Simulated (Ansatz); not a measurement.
Run this with Ansatz 0.2.0 through its Python package and show what comes out.

`energy_ch9n2osi2.py`
```python
'''Single point of CH9N2OSi2.'''

from pathlib import Path
import json

import ansatz
import numpy as np

params = {
    'basis': 'def2-SVP',
    'level': 'MP2',
}

geometry_ang = [
    ('C', [-2.1499, -0.7673, 0.7751]),
    ('O', [-0.8695, -1.2206, 0.4116]),
    ('Si', [0.1566, 0.1461, 0.122]),
    ('N', [0.3125, 1.1259, 1.6124]),
    ('N', [-0.5166, 1.1562, -1.1948]),
    ('Si', [2.1782, -0.588, -0.4798]),
    ('H', [-2.1225, -0.1772, 1.7184]),
    ('H', [-2.7935, -1.6512, 0.9616]),
    ('H', [-2.6247, -0.1836, -0.0449]),
    ('H', [0.941, 1.9277, 1.3822]),
    ('H', [-0.5439, 0.5581, -2.0505]),
    ('H', [0.1764, 1.9156, -1.3787]),
    ('H', [2.7375, -1.4164, 0.5984]),
    ('H', [3.059, 0.5632, -0.7256]),
    ('H', [2.0593, -1.3884, -1.7074]),
]
system = ansatz.Crystal.molecule()
for symbol, xyz in geometry_ang:
    system = system.atom(symbol, xyz)

calc = system.calculation()
calc = calc.basis(gaussian=params['basis']).correlation(params['level'])
calc = calc.spin('collinear', total=1)
calc = calc.forces()
calc = calc.orbitals()
done = calc.run(threads=1, runs_dir='out')
summary = done.report

print(f'E = {summary["free_energy_ev"]:.6f} eV = {summary["free_energy_ev"] / 27.211386246:.7f} Ha')
print('converged:', summary['converged'], ' doubts:', summary['published_state_doubts'] or 'none')

parts = summary['correlation']
for name in ('random_phase', 'coupled_cluster', 'perturbative'):
    if name in parts:
        print(f'{name:16s} {parts[name]["energy"]["hartree"]:12.7f} Ha')
if 'second_order' in parts:
    pair = parts['second_order']
    print(f'MP2 same spin {pair["same_spin"]["hartree"]:.7f} Ha, opposite spin {pair["opposite_spin"]["hartree"]:.7f} Ha')

state = summary['mean_field']['state']
print(f'mean field: {state["energy"]["hartree"]:.7f} Ha, <S^2> = {abs(state["spin_squared"]):.4f}, stability: {state.get("stability", {}).get("kind")}')

symbols = [site.symbol for site in system.cartesian_sites]
print('forces (eV/A)')
for symbol, f in zip(symbols, summary['forces_ev_ang']):
    print(f'  {symbol:2s} {f[0]:9.4f} {f[1]:9.4f} {f[2]:9.4f}')

charges = summary['charge_distribution']
dipole = np.array(charges['dipole_moment_e_ang']) * 4.803205
print('dipole (D): {:.3f} {:.3f} {:.3f}, length {:.3f}'.format(*dipole, np.linalg.norm(dipole)))
print('atom  Mulliken   Lowdin')
for symbol, m, l in zip(symbols, charges['mulliken_charges_e'], charges['lowdin_charges_e']):
    print(f'{symbol:4s} {m:9.3f} {l:8.3f}')

lines = Path(summary['orbitals_path']).read_text().splitlines()
field_of = lambda key: [line.split('=')[1].strip() for line in lines if line.startswith(key)]
orbitals = [(27.211386 * float(e), s, float(n)) for e, s, n in zip(field_of('Ene='), field_of('Spin='), field_of('Occup='))]
homo = max(e for e, _, n in orbitals if n > 0.5)
lumo = min(e for e, _, n in orbitals if n < 0.5)
print(f'HOMO {homo:.3f} eV, LUMO {lumo:.3f} eV, gap {lumo - homo:.3f} eV')
with open('ch9n2osi2.json', 'w') as handle:
    json.dump({k: summary[k] for k in ('free_energy_ev', 'reference_energy_ev', 'n_occupied', 'n_virtual')}, handle, indent=1)
```

Running `python energy_ch9n2osi2.py` prints:
```text
E = -21911.020085 eV = -805.2151363 Ha
converged: True  doubts: none
MP2 same spin -0.1932399 Ha, opposite spin -0.6375174 Ha
mean field: -804.3843790 Ha, <S^2> = 0.7584, stability: minimum
forces (eV/A)
  C    -1.2389   -0.4330    0.3148
  O     1.4737    1.7730   -0.5084
  Si   -1.9345   -0.2023    0.3012
  N     0.3011    0.2042   -0.6239
  N     0.9440   -0.5085   -0.1298
  Si    0.9736   -0.7802    0.0648
  H    -0.0839   -0.0244   -0.4039
  H     0.1865    0.2361   -0.0371
  H     0.1291   -0.0198    0.4351
  H    -0.4111   -0.3604    0.2753
  H    -0.0745    0.7380    0.6185
  H    -0.8081   -0.5819   -0.0432
  H     0.3090   -0.1730    0.1021
  H     0.1863    0.2450   -0.0887
  H     0.0477   -0.1127   -0.2771
dipole (D): 0.718 1.574 -1.842, length 2.527
atom  Mulliken   Lowdin
C        0.140    0.073
O       -0.562   -0.082
Si       0.726    0.066
N       -0.365   -0.002
N       -0.460   -0.047
Si       0.274    0.230
H        0.046   -0.012
H        0.039   -0.017
H        0.038   -0.017
H        0.140   -0.001
H        0.142    0.024
H        0.136    0.019
H       -0.089   -0.076
H       -0.112   -0.083
H       -0.095   -0.076
HOMO -10.502 eV, LUMO 1.949 eV, gap 12.451 eV
```

File `ch9n2osi2.json` afterwards:
```json
{
 "free_energy_ev": -21911.02008450446,
 "reference_energy_ev": -21888.41402618356,
 "n_occupied": [
  19,
  18
 ],
 "n_virtual": [
  104,
  105
 ]
}
```

What to keep in mind:
- Total energies depend on the basis set; only differences at equal settings carry meaning.
- The geometry is a force-field or estimated start, not a minimum of this method, and the basis set is short of its limit.
- The species is open-shell (spin multiplicity 2).
- The Löwdin charges here are taken after orthogonalising the functions within each atom; they differ from plain Löwdin charges, and their signs can be unphysical.
- Levels such as HOMO and LUMO are orbital energies: in Hartree-Fock the gap is too wide and the LUMO hangs on the basis.
- S² is that of the Hartree-Fock reference.
- Finished in 18 s on 1 thread of Intel(R) Xeon(R) 6975P-C (Granite Rapids), on a shared host, peak memory 0.58 GiB.

(A comment or docstring line of the script was reworded after the run, the code is as it ran; lines on the test bed's own set-up are left out of the output.)
